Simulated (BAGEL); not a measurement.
**One shape, several levels: C3H5B (SMILES BC1C=C1)**

Aim: a comparison of 4 runs (B3LYP/6-31G*, B3LYP/cc-pVDZ, PBE0/cc-pVDZ, RI-MP2/cc-pVDZ) of C3H5B. 

The calculation is run with BAGEL 1.2.2.

8 further runs of the same task are left out: 6 that didn't finish, 2 set aside as unsound or not needed.

**1. The system as given**

C3H5B has 9 atoms, charge 0, and is taken as a singlet. SMILES: `BC1C=C1`. Geometry: relaxed at GFN2-xTB.

Bond lengths: B1–C2 1.530 Å, C2–C3 1.539 Å, C2–C4 1.540 Å, C3–C4 1.283 Å, B1–H5 1.170 Å, B1–H6 1.171 Å, C2–H7 1.092 Å, C3–H8 1.060 Å, C4–H9 1.060 Å. Some angles: B1–C2–C3 121.0°, B1–C2–C4 120.8°, C3–C2–C4 49.3°, C2–C3–C4 65.4°, C2–C4–C3 65.3°, B1–C2–H7 119.0°, C3–C2–H7 114.0°, C4–C2–H7 114.0°, C2–B1–H5 120.4°, C2–B1–H6 119.6°.

**2. A single-point energy at B3LYP/6-31G(d) (density fitting with qzvpp-jkfit, spherical functions) (run 1)**

Input file calc.json:

```json
{ "bagel": [

{
  "title": "molecule",
  "basis": "6-31gs.json",
  "df_basis": "qzvpp-jkfit",
  "angstrom": true,
  "geometry": [
    { "atom": "B", "xyz": [   -0.530390,    1.176660,   -0.655140 ] },
    { "atom": "C", "xyz": [    0.470150,    0.114350,   -0.195300 ] },
    { "atom": "C", "xyz": [    0.017640,   -1.327330,    0.094460 ] },
    { "atom": "C", "xyz": [    0.272870,   -0.627910,    1.139530 ] },
    { "atom": "H", "xyz": [   -0.181530,    2.065830,   -1.331080 ] },
    { "atom": "H", "xyz": [   -1.651510,    1.095770,   -0.326530 ] },
    { "atom": "H", "xyz": [    1.513280,    0.198290,   -0.507530 ] },
    { "atom": "H", "xyz": [   -0.273060,   -2.217230,   -0.403650 ] },
    { "atom": "H", "xyz": [    0.362540,   -0.478440,    2.185240 ] }
  ]
},
{ "title": "ks", "xc_func": "b3lyp" },
{ "title": "print", "file": "orbitals.molden", "orbitals": true }

]}
```

The basis set 6-31G* is read from a file made from the Basis Set Exchange's data (not shown).

Run with:

```console
$ BAGEL_NUM_THREADS=1 BAGEL calc.json > calc.out
```

Output:

```text
* using 1 threads per process

  ===============================================================
  ===============================================================

  *** Geometry ***

  { "atom" : "B", "xyz" : [     -1.002292,      2.223565,     -1.238035 ] },
  { "atom" : "C", "xyz" : [      0.888455,      0.216090,     -0.369064 ] },
  { "atom" : "C", "xyz" : [      0.033335,     -2.508290,      0.178504 ] },
[... 5 lines of this table left out ...]
  { "atom" : "H", "xyz" : [      0.685101,     -0.904121,      4.129505 ] },

  Number of auxiliary basis functions:      390

  Since a DF basis is specified, we compute 2- and 3-index integrals:
    o Being stored without compression. Storage requirement is 0.014 GB

  Number of basis functions:       66
  Number of electrons      :       28

    * METHOD: MOLECULE                             0.12

  *** Kohn-Sham DFT ***

    * Removing 17012 points whose weight is below 1.00e-10
    * Grid points: 117142

  === Nuclear Repulsion ===
    94.4734692279

       - DIIS with orbital gradients will be used.

  === KS iteration (b3lyp / 6-31gs.json) ===
      0       -110.77879639          0.18314173           0.23
      1       -104.02235847          0.15570348           0.22
      2       -113.66900223          0.19011671           0.22
[... 16 lines of this table left out ...]
     19       -142.05148954          0.00000000           0.22
    * SCF iteration converged.

    * Permanent dipole moment:
           (   -0.170928,     0.520047,    -0.307384) a.u.

    * METHOD: KS                                   4.88

    * METHOD: PRINT                                0.01

  ===============================================================
```

It took 5.4 s on 1 thread of Arm Neoverse V2, shared host; peak memory 0.35 GiB.

**3. The energy at B3LYP/cc-pVDZ (density fitting with qzvpp-jkfit) (run 2)**

Input file dft.json:

```json
{ "bagel": [

{
  "title": "molecule",
  "basis": "cc-pvdz.json",
  "df_basis": "qzvpp-jkfit",
  "angstrom": true,
  "geometry": [
    { "atom": "B", "xyz": [   -0.530390,    1.176660,   -0.655140 ] },
    { "atom": "C", "xyz": [    0.470150,    0.114350,   -0.195300 ] },
    { "atom": "C", "xyz": [    0.017640,   -1.327330,    0.094460 ] },
    { "atom": "C", "xyz": [    0.272870,   -0.627910,    1.139530 ] },
    { "atom": "H", "xyz": [   -0.181530,    2.065830,   -1.331080 ] },
    { "atom": "H", "xyz": [   -1.651510,    1.095770,   -0.326530 ] },
    { "atom": "H", "xyz": [    1.513280,    0.198290,   -0.507530 ] },
    { "atom": "H", "xyz": [   -0.273060,   -2.217230,   -0.403650 ] },
    { "atom": "H", "xyz": [    0.362540,   -0.478440,    2.185240 ] }
  ]
},
{
  "title": "ks",
  "xc_func": "b3lyp"
},
{
  "title": "print",
  "file": "orbitals.molden",
  "orbitals": true
}

]}
```

The basis set cc-pVDZ is read from a file made from the Basis Set Exchange's data (not shown).

Run with:

```console
$ BAGEL_NUM_THREADS=1 BAGEL dft.json > dft.out
```

Output:

```text
* using 1 threads per process

  ===============================================================
  ===============================================================

  *** Geometry ***

  { "atom" : "B", "xyz" : [     -1.002292,      2.223565,     -1.238035 ] },
  { "atom" : "C", "xyz" : [      0.888455,      0.216090,     -0.369064 ] },
  { "atom" : "C", "xyz" : [      0.033335,     -2.508290,      0.178504 ] },
[... 5 lines of this table left out ...]
  { "atom" : "H", "xyz" : [      0.685101,     -0.904121,      4.129505 ] },

  Number of auxiliary basis functions:      390

  Since a DF basis is specified, we compute 2- and 3-index integrals:
    o Being stored without compression. Storage requirement is 0.020 GB

  Number of basis functions:       81
  Number of electrons      :       28

    * METHOD: MOLECULE                             0.14

  *** Kohn-Sham DFT ***

    * Removing 17012 points whose weight is below 1.00e-10
    * Grid points: 117142

  === Nuclear Repulsion ===
    94.4734692279

       - DIIS with orbital gradients will be used.

  === KS iteration (b3lyp / cc-pvdz.json) ===
      0       -111.74863241          0.12022668           0.27
      1        -98.57427476          0.14119475           0.26
      2       -113.91364075          0.13775043           0.26
[... 19 lines of this table left out ...]
     22       -142.05848855          0.00000001           0.27
    * SCF iteration converged.

    * Permanent dipole moment:
           (   -0.162321,     0.509767,    -0.302381) a.u.

    * METHOD: KS                                   6.64

    * METHOD: PRINT                                0.01

  ===============================================================
```

Run time: 6.9 s. Hardware: 1 thread of Arm Neoverse V2, shared host; peak memory 0.42 GiB.

Run 3 isn't shown in full; the table further down has it.

**4. A single-point energy at RI-MP2/cc-pVDZ (density fitting with qzvpp-jkfit) (run 4)**

Input file mp2.json:

```json
{ "bagel": [

{
  "title": "molecule",
  "basis": "cc-pvdz.json",
  "df_basis": "qzvpp-jkfit",
  "angstrom": "true",
  "geometry": [
    { "atom": "B", "xyz": [      -0.530390,       1.176660,      -0.655140 ] },
    { "atom": "C", "xyz": [       0.470150,       0.114350,      -0.195300 ] },
    { "atom": "C", "xyz": [       0.017640,      -1.327330,       0.094460 ] },
    { "atom": "C", "xyz": [       0.272870,      -0.627910,       1.139530 ] },
    { "atom": "H", "xyz": [      -0.181530,       2.065830,      -1.331080 ] },
    { "atom": "H", "xyz": [      -1.651510,       1.095770,      -0.326530 ] },
    { "atom": "H", "xyz": [       1.513280,       0.198290,      -0.507530 ] },
    { "atom": "H", "xyz": [      -0.273060,      -2.217230,      -0.403650 ] },
    { "atom": "H", "xyz": [       0.362540,      -0.478440,       2.185240 ] }
  ]
},

{ "title": "hf" },

{ "title": "mp2", "ncore": 4 }

]}
```

The basis set cc-pVDZ is read from a file made from the Basis Set Exchange's data (not shown).

Run with:

```console
$ BAGEL_NUM_THREADS=1 BAGEL mp2.json > mp2.out
```

Output:

```text
* using 1 threads per process

  ===============================================================
  ===============================================================

  *** Geometry ***

  { "atom" : "B", "xyz" : [     -1.002292,      2.223565,     -1.238035 ] },
  { "atom" : "C", "xyz" : [      0.888455,      0.216090,     -0.369064 ] },
  { "atom" : "C", "xyz" : [      0.033335,     -2.508290,      0.178504 ] },
[... 5 lines of this table left out ...]
  { "atom" : "H", "xyz" : [      0.685101,     -0.904121,      4.129505 ] },

[... 23 lines left out ...]
    * SCF iteration converged.
[... 1 line left out ...]
    * Permanent dipole moment:
[... 2 lines left out ...]
    * METHOD: HF                                   0.52

  *** RHF ***

  === Nuclear Repulsion ===
    94.4734692279

      * DIIS with orbital gradients will be used.

  === RHF iteration (cc-pvdz.json) ===
      0       -141.08373148          0.00000000           0.03
    * SCF iteration converged.

    * Permanent dipole moment:
           (   -0.107868,     0.430331,    -0.262639) a.u.

  === DF-MP2 calculation ===

    * freezing 4 orbitals
    * 3-index integral transformation done
    * assembly done

      MP2 correlation energy:   -0.4772259946      0.03

      MP2 total energy:       -141.5609574765

    * METHOD: MP2                                  0.10

  ===============================================================
```

Run time: 0.88 s. Hardware: 1 thread of Arm Neoverse V2, shared host; peak memory 0.091 GiB.

**5. The series**

| run | level | frozen core orbitals | energy (Eh) | dipole moment (D) | HOMO energy (eV) | LUMO energy (eV) | wall time |
| --- | --- | --- | --- | --- | --- | --- | --- |
| 1 | B3LYP/6-31G* (density fitting with qzvpp-jkfit, spherical functions) | – | -142.051490 | 1.60 | -6.76 | -1.02 | 5.4 s |
| 2 | B3LYP/cc-pVDZ (density fitting with qzvpp-jkfit) | – | -142.058489 | 1.56 | -6.91 | -1.34 | 6.9 s |
| 3 | PBE0/cc-pVDZ (density fitting with qzvpp-jkfit) | – | -141.871835 | 1.55 | -7.15 | -1.14 | 6.9 s |
| 4 | RI-MP2/cc-pVDZ (density fitting with qzvpp-jkfit) | 4 | -141.560957 | – | – | – | 0.88 s |

**6. Outcome**

| quantity | value |
| --- | --- |
| run 4: total energy | -141.56096 Eh |
| run 4: correlation energy (4 core orbitals frozen) | -477.2 mEh |

**Reading.** Over runs 1, 2, 3 the dipole moment (its size) runs from 1.55 D (PBE0/cc-pVDZ) to 1.60 D (B3LYP/6-31G*). The two ends differ in method and basis. Over runs 1, 2, 3 the HOMO–LUMO gap runs from 5.57 eV (B3LYP/cc-pVDZ) to 6.00 eV (PBE0/cc-pVDZ). Totals of different functionals can't be ranked against each other. All runs together took 20 s, the longest 6.9 s.
